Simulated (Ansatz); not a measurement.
# CH₂Cl₂OSi: a ladder of functionals and wavefunction methods

Aim: compute CH₂Cl₂OSi with functionals from several rungs and with coupled cluster, and see how far each lands from CCSD(T) at the basis-set limit for the atomisation energy.

Computed with Ansatz 0.2.0, Gaussian basis. Level: functionals in def2-TZVPP, the program's frozen cores in correlated methods.

The runs, in order: LDA (SPW92), PBE-D4, revPBE-D4, BLYP-D4, r2SCAN-D4, B97M-V, PBE0-D4, B3LYP-D4, r2SCANh-D4, r2SCAN0-D4, HSE06-D4, BHLYP-D4, CAM-B3LYP-D4, LC-ωPBE, ωB97X-V, ωB97M-V, B2PLYP, PBE-QIDH; CCSD(T)/def2-SVP; CCSD(T)/def2-TZVPP; MP2/def2-QZVPP; extrapolation to the limit; RPA on PBE.

## 1. Structure used throughout

An earlier PBE0-D4 in a triple-zeta def2 set relaxation fixed the geometry.

SMILES `ClC1(Cl)O[SiH2]1`, 7 atoms, charge 0, spin multiplicity 1.

Atoms are counted from 1 here; the program's logs count them from 0.

Bond lengths: Cl1–C2 1.757 Å, C2–Cl3 1.757 Å, C2–O4 1.409 Å, C2–Si5 1.815 Å, O4–Si5 1.686 Å, Si5–H6 1.475 Å, Si5–H7 1.475 Å. Angles: Cl1–C2–Cl3 111.1°, Cl1–C2–O4 113.4°, Cl1–C2–Si5 122.9°, Cl3–C2–O4 113.4°, Cl3–C2–Si5 122.9°, O4–C2–Si5 61.5°, C2–O4–Si5 71.2°, C2–Si5–O4 47.3°, C2–Si5–H6 121.3°, C2–Si5–H7 121.3°, O4–Si5–H6 116.1°, O4–Si5–H7 116.1°, H6–Si5–H7 115.5°.

## 2. LDA

This LDA is Slater exchange with PW92 correlation.

The input, in.yaml:

```yaml
crystal:
  periodic: [false, false, false]
  atoms:
    - {symbol: Cl, position_ang: [-0.604775, -1.407716, 1.732324]}
    - {symbol: C, position_ang: [0.067000, -0.794549, 0.228800]}
    - {symbol: Cl, position_ang: [0.467786, -2.107708, -0.867944]}
    - {symbol: O, position_ang: [1.123753, 0.117728, 0.419098]}
    - {symbol: Si, position_ang: [-0.158911, 0.918654, -0.325609]}
    - {symbol: H, position_ang: [-0.878518, 1.904144, 0.503121]}
    - {symbol: H, position_ang: [0.044866, 1.301446, -1.735490]}
basis:
  gaussian: {orbitals: def2-TZVPP}
hamiltonian: {xc: lda}
output: {orbitals: {seedname: orbitals}}
```

The run is started by

```
> ansatz run in.yaml --threads 2 --pin off --events-out ev --progress --plain --max-ram 4352MiB
```

Further steps of the session: PBE-D4 (GGA); revPBE-D4 (GGA); BLYP-D4 (GGA); r2SCAN-D4 (meta-GGA); B97M-V (meta-GGA); PBE0-D4 (hybrid); B3LYP-D4 (hybrid); r2SCANh-D4 (hybrid); r2SCAN0-D4 (hybrid); HSE06-D4 (hybrid); BHLYP-D4 (hybrid); CAM-B3LYP-D4 (range-separated); LC-ωPBE (range-separated); ωB97X-V (range-separated); ωB97M-V (range-separated); B2PLYP (double hybrid); PBE-QIDH (double hybrid); CCSD(T) in def2-SVP; CCSD(T) in def2-TZVPP; MP2 in def2-QZVPP; RPA on PBE orbitals.

**Question.** What will the summary of the whole plan be? Wanted: atomisation energy, CCSD(T)/CBS; farthest beyond LDA; mean size of error, GGA; mean size of error, meta-GGA; mean size of error, hybrid; mean size of error, range-separated; mean size of error, double hybrid; gap, smallest and largest; T1 diagnostic.

**Answer**, as computed:

| quantity | value |
| --- | --- |
| atomisation energy, CCSD(T)/CBS | 544.7 kcal/mol |
| functionals within 2.7 kcal/mol (0.5 %) | BLYP-D4, PBE0-D4, r2SCANh-D4 |
| farthest beyond LDA | BHLYP-D4 (-33.1 kcal/mol) |
| mean size of error, GGA | 9.2 kcal/mol |
| mean size of error, meta-GGA | 5.1 kcal/mol |
| mean size of error, hybrid | 9.7 kcal/mol |
| mean size of error, range-separated | 3.9 kcal/mol |
| mean size of error, double hybrid | 7.6 kcal/mol |
| gap, smallest and largest | 4.14 eV (LDA (SPW92)), 11.09 eV (LC-ωPBE) |
| T1 diagnostic | 0.0138 |
| triples share of the correlation energy | 4.4 % |

In words: LDA overbinds by 110.0 kcal/mol (20 %). PBE-D4 misses by +22.1 kcal/mol. Double hybrids carry the basis error of their MP2 part in triple zeta, and no dispersion term here, so their miss is partly the set-up's. Taken by rung, range-separated functionals do best (3.9 kcal/mol on average) and hybrid ones worst beyond LDA (9.7 kcal/mol). The gap between the best rungs is small, so their order is not settled. The mean of the hybrids holds BHLYP, with half exact exchange. The reference freezes the cores and leaves out relativity and excitations past (T), so misses under about 2.7 kcal/mol can't be ranked. Hartree-Fock recovers 64 % of the binding; the rest is correlation. CCSD(T) in def2-SVP is off by -50.8 kcal/mol, more than most functionals: a good method in a small basis is no reference. Orbital gaps span 4.1 to 11.1 eV; exact exchange widens them.
